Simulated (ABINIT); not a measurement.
The system is CrAs3.

```
Cr As
1.0
     4.42110    0.00000    0.00000
     0.00000    4.42110    0.00000
     0.00000    0.00000    4.42110
Cr As
1 3
Cartesian
  0.0000 0.0000 0.0000
  0.0000 2.2106 2.2106
  2.2106 0.0000 2.2106
  2.2106 2.2106 0.0000
```

The cell was built by a generator and needn't be a form met in nature.

```yaml
Program: ABINIT 10.8.3 (patched build)
Task: relaxation of cell and atoms
Functional: BLYP
Potentials_or_basis: JTH PAW PBE v2.0
Cutoff: 626 eV
k_mesh: 4 × 4 × 4
Occupations: fermi-dirac, width 0.05 eV
Spin: collinear spin, ferromagnetic start
Starting_moments: "[3.0, 0.0, 0.0, 0.0] μB"
Hubbard_terms: Cr d U = 6.2 eV, J = 0.7 eV
```

At the start: pressure -2.4 GPa; volume 21.60 Å³/atom.

Question: How do energy, volume and symmetry change on relaxing?

Answer: Over 4 steps the energy falls by 6.8 meV/atom and the volume is 20.71 Å³/atom (-4.2 %); space group Pm-3m (No. 221, to 0.05 Å); moment 3.86 μB per cell.

Step by step:
| step | energy change (eV) | largest force (eV/Å) | pressure (GPa) | volume (Å³) |
| --- | --- | --- | --- | --- |
| 1 | 0.0000 | 0.0000 | -2.36 | 86.42 |
| 2 | -0.0084 | 0.0000 | -1.98 | 85.79 |
| 3 | -0.0273 | 0.0000 | 0.10 | 82.68 |
| 4 | -0.0274 | 0.0000 | 0.00 | 82.82 |

Final structure:
```yaml
crystal:
  lattice:
    - [4.35894, 0.00000, 0.00000]
    - [0.00000, 4.35894, 0.00000]
    - [0.00000, 0.00000, 4.35894]
  atoms:
    - { symbol: Cr, position: [0.00000, 0.00000, 0.00000] }
    - { symbol: As, position: [0.00000, 0.50000, 0.50000] }
    - { symbol: As, position: [0.50000, 0.00000, 0.50000] }
    - { symbol: As, position: [0.50000, 0.50000, 0.00000] }
```

Caveat: the PAW data sets were made with another functional, which shifts forces and pressure a little; a cell with one magnetic atom can't hold antiferromagnetic order, which such compounds often take; the U is typed as a test and isn't derived for this compound.
